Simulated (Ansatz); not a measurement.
# CHFOSi: one structure at several levels

The task here is to estimate one member of a computed series from the others.

Program: Ansatz 0.2.0, Gaussian basis. Level of theory: single points in def2-TZVPP. These are calculated values, not measurements.

Correlated methods freeze the cores.

### The starting structure

SMILES `O[Si]#CF`, 5 atoms, charge 0, spin multiplicity 1.

Atoms are counted from 1 here; the program's logs count them from 0.

Bond lengths: O1–Si2 1.708 Å, O1–H5 0.925 Å, Si2–C3 1.582 Å, C3–F4 1.359 Å. Angles: Si2–O1–H5 125.7°, O1–Si2–C3 156.2°, Si2–C3–F4 120.3°.

Coordinates:

```
O    -1.2184    1.1853   -0.2465
Si   -0.1090   -0.0725    0.0774
C     1.2781   -0.7077    0.4968
F     1.3439   -2.0006    0.9092
H    -1.3336    1.6074   -1.0613
```

Set-up of the first run:

run/in.yaml reads:

```yaml
crystal:
  periodic: [false, false, false]
  atoms:
    - {symbol: O, position_ang: [-1.218400, 1.185300, -0.246500]}
    - {symbol: Si, position_ang: [-0.109000, -0.072500, 0.077400]}
    - {symbol: C, position_ang: [1.278100, -0.707700, 0.496800]}
    - {symbol: F, position_ang: [1.343900, -2.000600, 0.909200]}
    - {symbol: H, position_ang: [-1.333600, 1.607400, -1.061300]}
basis:
  gaussian: {orbitals: def2-TZVPP}
correlation: {method: ccsd_t}
output: {forces: true}
```

No record of the launch command was kept for these runs.

Steps of the session up to this table: CCSD(T)/def2-TZVPP; PBE0-D4/def2-TZVPP; wB97M-V/def2-TZVPP; r2SCAN-D4/def2-TZVPP; PBE-D4/def2-TZVPP; HSE06-D4/def2-TZVPP; SPW92/def2-TZVPP.

One table of the session follows, with a row left open; its other results are not shown here.

| method | RMS force component (eV/Å) | angle to CCSD(T) forces (°) | dipole (D) |
| --- | --- | --- | --- |
| CCSD(T) | 2.765 | reference | 3.20 |
| PBE0-D4 | 2.651 | 6.3 | 3.35 |
| wB97M-V | ? | ? | ? |
| r2SCAN-D4 | 2.694 | 3.4 | 3.22 |
| PBE-D4 | 2.688 | 4.6 | 3.07 |
| HSE06-D4 | 2.661 | 6.2 | 3.34 |
| SPW92 | 2.739 | 9.0 | 3.17 |

Estimate the missing values for wB97M-V.

The run gave: RMS force component (eV/Å): 2.523; angle to CCSD(T) forces (°): 6.1; dipole (D): 3.47. In the column «RMS force component (eV/Å)» it is the lowest.
